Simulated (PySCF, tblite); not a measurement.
# C₆H₆NOS radical: geometry, infrared bands and EPR parameters

What infrared bands and EPR parameters should C₆H₆NOS radical (`C[N]c1ccc(C=O)s1`) show?

The runs use tblite 0.8.0 and PySCF 2.14.0, with density-fitted response routines of our own; the level of theory stands in each step. All values are computed, except where a source is named. Atoms count from 0, in the outputs and in this text.

## 1. Starting geometry

15 atoms, charge 0, multiplicity 2; geometry from: force field or distance geometry start.

Bonds of the start (Å): C0–N1 1.45, N1–C2 1.43, C2–C3 1.37, C3–C4 1.33, C4–C5 1.36, C5–C6 1.47, C6–O7 1.28, C5–S8 1.90, S8–C2 1.88, C0–H9 1.11, C0–H10 1.11, C0–H11 1.13, C3–H12 1.11, C4–H13 1.13, C6–H14 1.07.

## 2. Geometry optimisation with GFN2-xTB

What the job is given:

```
{"job": {"kind": "relax", "xc": "GFN2-xTB", "basis": "xTB"}, "charge": 0, "multiplicity": 2}
C     -3.087200     0.085600     0.083500
N     -1.980100    -0.652300     0.650500
C     -0.625200    -0.407700     0.278200
C     -0.062100    -0.691100    -0.936800
C      1.225600    -0.379900    -1.090800
C      1.867700     0.219900    -0.055900
C      3.272300     0.651900    -0.034500
O      3.711800     1.196500     1.039000
S      0.652800     0.409200     1.390700
H     -2.896600     0.118900    -1.005700
H     -3.085300     1.135700     0.449400
H     -4.047800    -0.445400     0.331700
H     -0.671700    -1.188100    -1.716300
H      1.779900    -0.581800    -2.049100
H      3.941500     0.536500    -0.861500
```

Command:

```
> OMP_NUM_THREADS=1 python probes_run.py task.json out
```

One launch serves the whole session: the jobs run in the order shown.

The log of the run:

```text
step      E/eV     max force
  0    -707.31339    5.468
  1    -707.93546    4.586
  2    -708.21190    1.491
  3    -708.39192    1.408
  4    -708.52984    1.109
  5    -708.64075    1.085
  6    -708.70866    0.686
  7    -708.76870    0.638
  8    -708.81781    0.506
  9    -708.85239    0.478
 10    -708.88141    0.494
 11    -708.90957    0.534
 12    -708.93566    0.467
 13    -708.95547    0.364
 14    -708.97210    0.362
 15    -708.99111    0.373
 16    -709.00966    0.394
 17    -709.02510    0.338
 18    -709.03717    0.308
 19    -709.04841    0.295
 20    -709.05784    0.258
 21    -709.06530    0.216
 22    -709.07081    0.189
 23    -709.07598    0.204
 24    -709.08062    0.234
 25    -709.08474    0.232
 26    -709.08842    0.172
 27    -709.09321    0.235
 28    -709.09926    0.237
 29    -709.10587    0.283
 30    -709.11222    0.251
 31    -709.11919    0.219
 32    -709.12777    0.257
 33    -709.13671    0.237
 34    -709.14349    0.175
 35    -709.14851    0.173
 36    -709.15269    0.200
 37    -709.15648    0.164
 38    -709.15973    0.126
 39    -709.16254    0.121
 40    -709.16457    0.134
 41    -709.16872    0.167
 42    -709.17347    0.191
 43    -709.17757    0.121
 44    -709.17966    0.112
 45    -709.18086    0.109
 46    -709.18208    0.113
 47    -709.18390    0.119
 48    -709.18625    0.085
 49    -709.18720    0.068
 50    -709.18774    0.061
 51    -709.18812    0.056
 52    -709.18845    0.040
 53    -709.18868    0.033
 54    -709.18889    0.037
 55    -709.18917    0.043
 56    -709.18961    0.058
 57    -709.19014    0.058
 58    -709.19059    0.041
 59    -709.19089    0.047
 60    -709.19114    0.046
 61    -709.19142    0.037
 62    -709.19166    0.032
 63    -709.19182    0.025
 64    -709.19190    0.022
 65    -709.19197    0.023
 66    -709.19204    0.021
 67    -709.19209    0.015
 68    -709.19212    0.015
 69    -709.19215    0.012
 70    -709.19218    0.009
 71    -709.19219    0.007
```

It took 0.53 s on 1 thread of Arm Neoverse V1, shared host.

Along the way: (not every step is listed)

```tsv
step	energy from step 0 (eV)	largest force (eV/Å)
0	0.0000	5.4679
1	-0.6221	4.5863
2	-0.8985	1.4907
3	-1.0785	1.4081
4	-1.2165	1.1094
5	-1.3274	1.0849
6	-1.3953	0.6856
7	-1.4553	0.6383
8	-1.5044	0.5056
13	-1.6421	0.3637
18	-1.7238	0.3082
23	-1.7626	0.2042
28	-1.7859	0.2369
33	-1.8233	0.2372
38	-1.8463	0.1265
43	-1.8642	0.1205
48	-1.8729	0.0852
53	-1.8753	0.0330
58	-1.8772	0.0413
63	-1.8784	0.0254
66	-1.8786	0.0206
67	-1.8787	0.0150
68	-1.8787	0.0149
69	-1.8788	0.0117
70	-1.8788	0.0095
71	-1.8788	0.0067
```

Close pairs (by a distance rule), those that changed most:

```tsv
bond	before (Å)	after (Å)	change (Å)
C5–S8	1.899	1.726	-0.173
N1–C2	1.426	1.276	-0.150
C2–S8	1.881	1.787	-0.094
C6–O7	1.281	1.211	-0.071
C2–C3	1.369	1.431	+0.063
C4–H13	1.125	1.077	-0.048
C4–C5	1.358	1.404	+0.047
C6–H14	1.070	1.109	+0.039
```

The end geometry stands in the next job.

## 3. Harmonic vibrations with GFN2-xTB

What the job is given:

```
{"job": {"kind": "ir", "xc": "GFN2-xTB", "basis": "xTB"}, "charge": 0, "multiplicity": 2}
C     -3.005360    -0.116189     0.073990
N     -1.802106     0.223063     0.743948
C     -0.641290     0.122739     0.223103
C     -0.161559    -0.309731    -1.054330
C      1.196110    -0.248039    -1.172005
C      1.851960     0.224147    -0.023435
C      3.270702     0.388303     0.140953
O      3.823908     0.787006     1.141389
S      0.743811     0.603773     1.243813
H     -2.893022    -0.428394    -0.969498
H     -3.666202     0.751838     0.128577
H     -3.485242    -0.915903     0.643525
H     -0.825404    -0.648748    -1.828943
H      1.741571    -0.531966    -2.056004
H      3.847709     0.106090    -0.762649
```

The log of the run:

```text
mode    cm-1     km/mol
  1      67.8      0.25
  2      82.3      3.10
  3     131.2      2.81
  4     147.0      6.52
  5     210.1      2.62
  6     217.5      8.11
  7     287.9     11.21
  8     378.0      1.61
  9     423.4      5.27
 10     435.1      0.00
 11     563.9      1.99
 12     593.2     18.45
 13     682.2      0.53
 14     692.4     28.97
 15     734.3      5.32
 16     764.1     20.94
 17     853.8      3.58
 18     895.7      0.02
 19    1011.2     51.87
 20    1050.0      0.77
 21    1088.4      3.45
 22    1095.1     19.67
 23    1149.5     13.86
 24    1191.7     25.15
 25    1229.0     96.98
 26    1351.7      4.08
 27    1373.9      7.70
 28    1407.9     87.18
 29    1434.3      5.55
 30    1446.8      7.66
 31    1460.3    107.65
 32    1587.7     15.80
 33    1687.5    493.30
 34    2750.7    136.53
 35    2927.7     53.56
 36    2956.6      7.12
 37    2980.9     10.16
 38    3114.0      9.57
 39    3136.5     10.62
```

Run time: 0.55 s. Hardware: 1 thread of Arm Neoverse V1, shared host.

The strongest bands and the atoms that carry them (share of the mass-weighted mode):

```tsv
cm⁻¹	km/mol	atoms
692	29.0	C6 28 %, C3 19 %, C2 14 %, C4 11 %
1011	51.9	C2 31 %, C0 18 %, C3 17 %, H13 15 %
1229	97.0	C5 30 %, H12 18 %, C3 17 %
1408	87.2	C5 34 %, C4 21 %, H14 19 %
1460	107.7	H10 27 %, H11 21 %, C3 16 %, H9 14 %
1688	493.3	C6 59 %, O7 38 %
2751	136.5	H14 94 %
2928	53.6	H9 93 %
```

## 4. g tensor and hyperfine couplings: B3LYP/pcH-1

Settings changed since step 3:

```diff
@@ -1,2 +1,2 @@
-{"job": {"kind": "ir", "xc": "GFN2-xTB", "basis": "xTB"}, "charge": 0, "multiplicity": 2}
+{"job": {"kind": "epr", "basis": "pcH-1"}, "charge": 0, "multiplicity": 2}
 C     -3.005360    -0.116189     0.073990
```

Method: UKS B3LYP, pcH-1 on C H N O S, non-relativistic, mean-field spin-orbit, GIAO.

The log of the run:

```text
UKS, coarse grid
  cycle   1  E = -760.22285846  |g| = 6.32e-01
  cycle   2  E = -758.88217543  |g| = 1.69e+00
  cycle   3  E = -760.30951123  |g| = 3.51e-01
  cycle   4  E = -760.37039563  |g| = 1.61e-01
  cycle   5  E = -760.37969920  |g| = 9.11e-02
  cycle   6  E = -760.38384420  |g| = 2.70e-02
  cycle   7  E = -760.38429223  |g| = 1.16e-02
  cycle   8  E = -760.38441863  |g| = 5.76e-03
  cycle   9  E = -760.38446774  |g| = 3.67e-03
  cycle  10  E = -760.38447840  |g| = 1.96e-03
  cycle  11  E = -760.38448188  |g| = 7.05e-04
UKS, final grid
  cycle   1  E = -760.38447895  |g| = 1.08e-03
  cycle   2  E = -760.38447768  |g| = 2.02e-03
  cycle   3  E = -760.38447953  |g| = 2.42e-04
  cycle   4  E = -760.38447956  |g| = 7.82e-05
  cycle   5  E = -760.38447957  |g| = 7.76e-05
  cycle   6  E = -760.38447957  |g| = 2.67e-05
E = -760.38447957 Eh   <S^2> = 0.7800 (exact 0.7500)
g shifts (ppm)      1          2          3
  rmc          -213       -213       -213
  gc            -16         42         38
  oz_so          14       1457       7220
  total        -215       1287       7045
hyperfine (MHz)  atom isotope    a_iso     a_fc   dipolar eigenvalues
    0   13C     -14.90     -14.90     -1.80      0.54      1.26
    1   14N      16.67      16.69    -19.34    -19.12     38.45
    2   13C     -34.63     -34.60    -21.82      7.70     14.12
    3   13C      28.06      28.10    -24.36    -23.64     48.00
    4   13C     -26.02     -26.03    -19.25      8.71     10.54
    5   13C      31.50      31.33    -29.25    -28.21     57.46
    6   13C     -17.45     -17.47     -3.92      0.28      3.65
    7   17O     -10.34     -10.15    -47.37     23.65     23.72
    8   33S       2.66       2.80    -14.69    -11.75     26.44
    9    1H      -0.20      -0.21     -2.51     -1.15      3.66
   10    1H      51.41      51.40     -3.11     -2.02      5.13
   11    1H      58.50      58.50     -3.13     -1.93      5.06
   12    1H     -20.46     -20.46    -10.78     -1.03     11.81
   13    1H       7.44       7.44     -2.77     -1.55      4.32
   14    1H      -2.43      -2.44     -2.41     -1.91      4.32
```

It took 2.1 min on 1 thread of Arm Neoverse V1, shared host; peak memory 0.97 GiB.

Principal g values 2.00210, 2.00361, 2.00936; g(iso) = 2.00503, against 2.00232 for a free electron.

Hyperfine couplings; where a row names several nuclei, a(iso) is their mean (it holds for fast rotation or exchange) and the dipolar term the largest among them:

```tsv
nuclei	isotope	a(iso) (MHz)	a(iso) (G, at g = 2.0023)	largest dipolar term (MHz)
H9, H10, H11	1H	36.6	13.0	5.1
C2	13C	-34.6	-12.4	-21.8
C5	13C	31.5	11.2	57.5
C3	13C	28.1	10.0	48.0
C4	13C	-26.0	-9.3	-19.3
H12	1H	-20.5	-7.3	11.8
C6	13C	-17.5	-6.2	-3.9
N1	14N	16.7	5.9	38.5
C0	13C	-14.9	-5.3	-1.8
O7	17O	-10.3	-3.7	-47.4
H13	1H	7.4	2.7	4.3
S8	33S	2.7	0.9	26.4
H14	1H	-2.4	-0.9	4.3
```

Mulliken spin populations:

C0 -0.03; N1 0.40; C2 -0.15; C3 0.32; C4 -0.16; C5 0.33; C6 -0.03; O7 0.15; S8 0.13; H9 0.00; H10 0.02; H11 0.02; H12 -0.01; H13 0.01; H14 0.00

In first order the couplings over 0.8 MHz of 1H, 14N give 96 distinct lines over 61.9 G, if the averaged nuclei exchange fast; the same motion can average rows kept apart here too.

Orbitals, density, ELF and potential are computed afterwards from the orbital file.

ELF in a plane through or near 13 of the atoms.

Ten even steps from '0' (0.00) to '9' (1.00):
```
0000000000000000000000000000
0000000000000000000000000000
0000000000244310000000000000
0000245400589840034100000000
0003678721688850388400000000
0026888821633340699500000000
0037975711626262689401100000
0025778544871784762545310000
0000031692362438778336410000
0000488472260386424334200000
0005999626966558203996100000
0007999404468465304999100000
0002795019976679920999100000
0000110059992289960586000000
0000000079990069960010000000
0000000049960017710000000000
0000000003410000000000000000
0000000000000000000000000000
0000000000000000000000000000
0000000000000000000000000000
```
The map spans 12.9 Å across and 9.0 Å up, centred on the molecule. Atoms in the plane (x, y in Å): C0 (3.0, 0.3), N1 (1.8, 1.0), C2 (0.6, 0.5), C3 (0.2, -0.9), C4 (-1.2, -1.0), C5 (-1.9, 0.3), C6 (-3.3, 0.5), O7 (-3.8, 1.6), S8 (-0.8, 1.6), H9 (2.9, -0.8), H12 (0.8, -1.7), H13 (-1.7, -1.9), H14 (-3.9, -0.5).

On the surface of density 0.002 e/bohr³ the electrostatic potential runs, from the 1st to the 99th percentile, from -1.72 V near O7 to 1.52 V near H12.

The spin density lies nearest to N1 25 %; C3, C5 about 17 % each; O7 10 %; S8 9 %.

## 5. Results

| quantity | value |
| --- | --- |
| strongest single infrared mode (GFN2-xTB) | 1688 cm⁻¹, 493 km/mol |
| zero-point energy (GFN2-xTB) | 65.2 kcal/mol |
| g(iso) (B3LYP) | 2.00503 |
| ⟨S²⟩ | 0.780 (exact 0.75) |
| largest a(iso) (averaged by class) | 1H on H9, H10, H11, 36.6 MHz |
| potential on the surface of density 0.002 e/bohr³, 1st and 99th percentile | -1.72 V and 1.52 V |

**Reading.** Relaxing lowered the energy by 1.879 eV in 71 steps; the close pair that moved most is C5–S8, from 1.899 to 1.726 Å. All 39 modes are real, so the xTB geometry is a minimum. The strongest single mode, at 1688 cm⁻¹, moves mainly C6 and O7. Unscaled tight-binding wavenumbers are off by several per cent, some by more. Its intensities can rank the bands wrongly. The largest spin populations lie on N1 (0.40 e), C5 (0.33 e), C3 (0.32 e). The isotropic g lies 2.7 ppt above the free-electron value. These values are for one conformer; the search (at its own cheap level) found 1 more, at 0.52 kcal/mol, and measured spectra average over such forms.
